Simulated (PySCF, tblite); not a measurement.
# C2H11O2PSi3: geometry, infrared bands and NMR shifts

What infrared bands and NMR shifts should C2H11O2PSi3 (`C[Si@@H](P)[Si@H](C=O)O[SiH3]`) show?

Programs: tblite 0.8.0 and PySCF 2.14.0, with density-fitted response routines of our own. Each step states its level of theory. These are calculated values for one molecule in the gas phase, unless marked as measured. Atoms count from 0, in the outputs and in this text.

**1. The molecule as given**

19 atoms, charge 0, multiplicity 1; geometry from: force field or distance geometry start.

Bonds of the start (Å): C0–Si1 1.86, Si1–P2 2.21, Si1–Si3 2.22, Si3–C4 1.85, C4–O5 1.24, Si3–O6 1.71, O6–Si7 1.74, C0–H8 1.10, C0–H9 1.14, C0–H10 1.12, Si1–H11 1.47, P2–H12 1.47, P2–H13 1.47, Si3–H14 1.48, C4–H15 1.08, Si7–H16 1.45, Si7–H17 1.47, Si7–H18 1.48.

**2. Geometry optimisation with GFN2-xTB**

Job settings and geometry (Å):

```
{"job": {"kind": "relax", "xc": "GFN2-xTB", "basis": "xTB"}, "charge": 0, "multiplicity": 1}
C     -2.203100    -1.535400    -0.093300
Si    -1.604500     0.228900    -0.072000
P     -2.381100     1.348100     1.668700
Si     0.600300     0.400300    -0.263900
C      1.200800    -0.696300    -1.631700
O      0.494700    -0.739700    -2.650100
O      1.470200    -0.101100     1.121900
Si     3.148200     0.164300     0.763400
H     -1.632300    -2.198500    -0.756200
H     -3.260100    -1.474100    -0.502400
H     -2.334400    -1.964700     0.934400
H     -2.179700     0.889700    -1.258200
H     -3.737800     1.766900     1.278100
H     -1.615000     2.595200     1.740600
H      1.054400     1.776800    -0.562600
H      2.118100    -1.254900    -1.544200
H      3.965600    -0.986600     1.112100
H      3.250000     0.380800    -0.690100
H      3.635800     1.409700     1.398100
```

Started as:

```console
OMP_NUM_THREADS=1 python probes_run.py task.json out
```

This one command runs all jobs of the session in turn.

**Question.** This job is followed by: GFN2-xTB harmonic vibrations, gas phase; GIAO PBE0/pcSseg-1 NMR shielding, non-relativistic, gas phase. Predict these results of the whole session: strongest single infrared mode (GFN2-xTB); zero-point energy (GFN2-xTB); ¹³C shifts against TMS (PBE0/pcSseg-1); ¹H shifts against TMS (PBE0/pcSseg-1, means over atoms taken as alike); ²⁹Si shifts against TMS (PBE0/pcSseg-1); ³¹P shifts against H3PO4 (PBE0/pcSseg-1); ¹⁷O shifts against H2O (PBE0/pcSseg-1).

The runs gave:

```
                                                              quantity                                    value
                             strongest single infrared mode (GFN2-xTB)                    1070 cm⁻¹, 536 km/mol
                                          zero-point energy (GFN2-xTB)                            73.3 kcal/mol
                                ¹³C shifts against TMS (PBE0/pcSseg-1)                          257.2, -5.2 ppm
¹H shifts against TMS (PBE0/pcSseg-1, means over atoms taken as alike)  12.70, 5.25, 5.17, 4.67, 1.38, 0.31 ppm
                               ²⁹Si shifts against TMS (PBE0/pcSseg-1)                  -36.9, -38.3, -57.0 ppm
                              ³¹P shifts against H3PO4 (PBE0/pcSseg-1)                               -300.1 ppm
                                ¹⁷O shifts against H2O (PBE0/pcSseg-1)                          968.1, -0.5 ppm
```

In words: The optimisation took 159 steps and gained 1.640 eV; among the close pairs (by a distance rule), O6–Si7 changed most, from 1.736 to 1.628 Å. The lowest mode is imaginary (22i cm⁻¹), so the xTB geometry is not a minimum. The strongest single mode, at 1070 cm⁻¹, moves mainly O6. GFN2-xTB is a fitted tight-binding method: band positions and strengths are rough. Its intensities can rank the bands wrongly. At PBE0/pcSseg-1: The widest tensor belongs to O5: span 2159 ppm, with a paramagnetic part of -1031 ppm.
